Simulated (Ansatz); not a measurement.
# CH4FSn: the cost of one run

Program: Ansatz 0.2.0 through its Python package. The levels of theory stand in the script. These are calculated values, not measurements.

### Step 1. The system

Bond lengths: C1–Sn2 2.088 Å, Sn2–F3 1.918 Å, C1–H4 1.171 Å, C1–H5 1.147 Å, C1–H6 1.088 Å, Sn2–H7 1.738 Å. Angles: C1–Sn2–F3 108.0°, C1–Sn2–H7 109.8°, F3–Sn2–H7 108.8°, Sn2–C1–H4 109.3°, Sn2–C1–H5 111.4°, Sn2–C1–H6 114.4°, H4–C1–H5 108.1°, H4–C1–H6 106.6°, H5–C1–H6 106.8°.

The script holds or builds the structure itself.

### Step 2. The script

File methods_ch4fsn.py:

```python
# -*- coding: utf-8 -*-
"""CH4FSn at several levels of theory."""

import ansatz as az

GEOMETRY = """
C    -0.57290    0.51280   -0.48420
Sn    0.53090   -0.40810    1.03010
F     2.38920   -0.27390    0.57510
H    -0.25560    1.63670   -0.56570
H    -1.69760    0.47590   -0.26350
H    -0.43250    0.07750   -1.47150
H     0.09980   -2.08880    1.13400
"""


def main():
    geometry = az.Crystal.molecule()
    for line in GEOMETRY.strip().splitlines():
        symbol, *xyz = line.split()
        geometry = geometry.atom(symbol, [float(v) for v in xyz])

    calc = geometry.calculation()
    calc = calc.basis(gaussian="def2-SVP")
    calc = calc.spin("collinear", total=1)

    methods = ["mp2", "ccsd", "ccsd_t"]
    reports = [calc.correlation(m).run(threads=1, pin="off").report for m in methods]
    print(f"Hartree-Fock reference {reports[0]['reference_energy_ev'] / 27.211386246:.6f} Ha")
    best = reports[-1]["free_energy_ev"] - reports[-1]["reference_energy_ev"]
    for method, each in zip(methods, reports):
        gained = each["free_energy_ev"] - each["reference_energy_ev"]
        print(f"{method:8s} total {each['free_energy_ev'] / 27.211386246:.6f} Ha  correlation {gained:9.4f} eV  ({100 * gained / best:.1f} % of the last)")


if __name__ == "__main__":
    main()
```

### Step 3. Running it

Launch:

```sh
$ python methods_ch4fsn.py
```

**Question.** How long does this script take on 1 thread of Arm Neoverse V2, shared host, and how much memory does it need?

About 25 s, with a peak of 0.52 GiB.
